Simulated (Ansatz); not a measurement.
# CH4B2O: the cost of one run

Method: RKS PBE/6-31G*, in Ansatz 0.2.0.

**1. Starting point**

Bond lengths: C1–B2 1.569 Å, B2–B3 1.534 Å, B2–O4 1.382 Å, B3–O4 1.377 Å, C1–H5 1.088 Å, C1–H6 1.089 Å, C1–H7 1.087 Å, B3–H8 1.160 Å. Angles: C1–B2–B3 173.6°, C1–B2–O4 130.3°, B3–B2–O4 56.1°, B2–C1–H5 112.4°, B2–C1–H6 109.0°, B2–C1–H7 113.0°, H5–C1–H6 106.9°, H5–C1–H7 108.3°, H6–C1–H7 106.9°, B2–B3–O4 56.4°, B2–B3–H8 176.3°, O4–B3–H8 127.3°, B2–O4–B3 67.6°.

As a file:

```xyz
8

C    -0.4109    0.9251   -0.7713
B     0.0218   -0.2519    0.1719
B     0.3217   -1.4961    1.0181
O     1.0964   -0.3576    1.0341
H    -0.1074    1.8971   -0.3871
H     0.0738    0.8013   -1.7390
H    -1.4820    0.9498   -0.9560
H     0.4865   -2.4678    1.6293
```

**2. End point A**

Input file input.yaml:

```yaml
crystal:
  periodic: [false, false, false]
  atoms:
    - { symbol: C, position_ang: [-0.4109, 0.92509, -0.77126] }
    - { symbol: B, position_ang: [0.02181, -0.25185, 0.17187] }
    - { symbol: B, position_ang: [0.32167, -1.49609, 1.01812] }
    - { symbol: O, position_ang: [1.09643, -0.35762, 1.03408] }
    - { symbol: H, position_ang: [-0.10738, 1.89712, -0.38707] }
    - { symbol: H, position_ang: [0.07383, 0.80131, -1.73904] }
    - { symbol: H, position_ang: [-1.48202, 0.94981, -0.95601] }
    - { symbol: H, position_ang: [0.48655, -2.46777, 1.6293] }
basis:
  gaussian: { orbitals: "6-31G*" }
hamiltonian:
  xc: pbe
relax:
  f_tol: 0.015
  max_steps: 40
```

Command:

```
> ansatz run input.yaml --threads 1 --pin off --max-ram 2048MiB --backend cpu --events-out ev --progress --plain --runs-dir out
```

Q: Estimate wall time and peak memory on 1 thread of Intel Xeon Platinum 8488C (Sapphire Rapids), shared host.

About 11 s, with a peak of 0.15 GiB.
